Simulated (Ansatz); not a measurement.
# Bi2Se3: the cost of one run

Program: Ansatz 0.2.0. Level of theory: DFT LDA, scalar-relativistic, plane waves, PAW. These are calculated values, not measurements.

2 further runs of the same task are left out: 2 that didn't finish.

## (1) The system as given

The structure is trigonal, space group R-3m (No. 166). Conventional cell: a = 4.191 Å, b = 4.191 Å, c = 29.929 Å, α = 90.00°, β = 90.00°, γ = 120.00°. Around Bi (site symmetry 3m) lie 6 Se at 2.89 to 3.11 Å. Se (site symmetry -3m) has 6 Bi at 3.11 Å as nearest neighbours. Se (site symmetry 3m) has 3 Bi at 2.89 Å as nearest neighbours.

Structure file:

```
CELL_PARAMETERS angstrom
2.09568 1.20994 9.97623
-2.09568 1.20994 9.97623
0.00000 -2.41989 9.97623
ATOMIC_POSITIONS crystal
Bi 0.39843 0.39843 0.39843
Bi 0.60157 0.60157 0.60157
Se 0.00000 0.00000 0.00000
Se 0.21571 0.21571 0.21571
Se 0.78429 0.78429 0.78429
```

Source of the structure: the Materials Project (structure only).

(A quick probe on a coarse mesh, which set the mesh and smearing, is not shown.)

## (3) The relaxation

input.yaml reads:

```yaml
crystal:
  lattice:
    - [2.09568326, 1.2099433, 9.97622907]
    - [-2.09568326, 1.2099433, 9.97622907]
    - [0.0, -2.41988659, 9.97622907]
  atoms:
    - { symbol: Bi, position: [0.398435, 0.398435, 0.398435] }
    - { symbol: Bi, position: [0.601565, 0.601565, 0.601565] }
    - { symbol: Se, position: [1.0, 0.0, 0.0] }
    - { symbol: Se, position: [0.215715, 0.215715, 0.215715] }
    - { symbol: Se, position: [0.784285, 0.784285, 0.784285] }
basis:
  ecutwfc: 420
kpoints:
  mp_grid: { grid: [12, 12, 12] }
hamiltonian:
  xc: lda
scf:
  occupations: { method: gaussian, width: 0.02 }
output:
  forces: true
  stress: true
  eigenvalues: true
  write_density: true
  write_potential: true
  elf: true
  volumetric_format: npy
relax:
  adjacent_minimum: "off"
  f_tol: 0.005
  max_steps: 80
  cell: { stress_tol: 0.05 }
```

On the command line:

```console
$ ansatz run input.yaml --threads 4 --pin off --max-ram 10240MiB --backend cpu --events-out ev --progress --plain --runs-dir out
```

**Question.** How long does this run take on 4 threads of AMD EPYC, shared host, and how much memory does it need?

About 6.2 min, with a peak of 1.2 GiB.
